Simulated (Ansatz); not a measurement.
# CaC2: the cost of one run

Program: Ansatz 0.2.0. Level of theory: DFT PBEsol, scalar-relativistic, plane waves, PAW. These are calculated values, not measurements.

### Step 1. The starting structure

It takes space group Immm (No. 71, orthorhombic). Conventional cell: a = 3.790 Å, b = 4.887 Å, c = 5.360 Å, α = 90.00°, β = 90.00°, γ = 90.00°. Around Ca (site symmetry mmm) lie 8 C at 2.62 to 2.75 Å. C (site symmetry m2m) has 1 C at 1.26 Å as nearest neighbours.

As a file:

```xyz
3
Lattice="-1.8949 2.4433 2.6801 1.8949 -2.4433 2.6801 1.8949 2.4433 -2.6801" Properties=species:S:1:pos:R:3 pbc="T T T"
Ca    0.0000    0.0000    0.0000
C     1.8949    1.8141    0.0000
C     0.0000    0.6292    2.6801
```

The structure comes from the Materials Project (structure only).

### Step 2. A change within the space group

Against the listed cell: strain xx, yy, zz, yz, xz, xy = +3.3, +5.3, +1.3, +0.0, +0.0, +0.0 %; atoms moved by 0.06 Å root mean square, at most 0.07 Å.

The input, input.yaml:

```yaml
crystal:
  lattice:
    - [-1.957994893, 2.5729739687, 2.7155089116]
    - [1.957994893, -2.5729739687, 2.7155089116]
    - [1.957994893, 2.5729739687, -2.7155089116]
  atoms:
    - { symbol: Ca, position: [0.0, 0.0, 0.0] }
    - { symbol: C, position: [0.3862773089, 0.5, 0.8862773089] }
    - { symbol: C, position: [0.6137226911, 0.5, 0.1137226911] }
basis:
  ecutwfc: 420
kpoints:
  mp_grid: { grid: [10, 10, 10] }
hamiltonian:
  xc: pbesol
scf:
  occupations: { method: gaussian, width: 0.02 }
output:
  forces: true
  stress: true
  eigenvalues: true
```

Command:

```sh
$ ansatz run input.yaml --threads 1 --pin off --max-ram 1331MiB --backend cpu --events-out ev --progress --plain --runs-dir out
```

**Question.** How long does this run take on 1 thread of an x86-64 CPU, shared host, and how much memory does it need?

About 11 s, with a peak of 0.42 GiB.
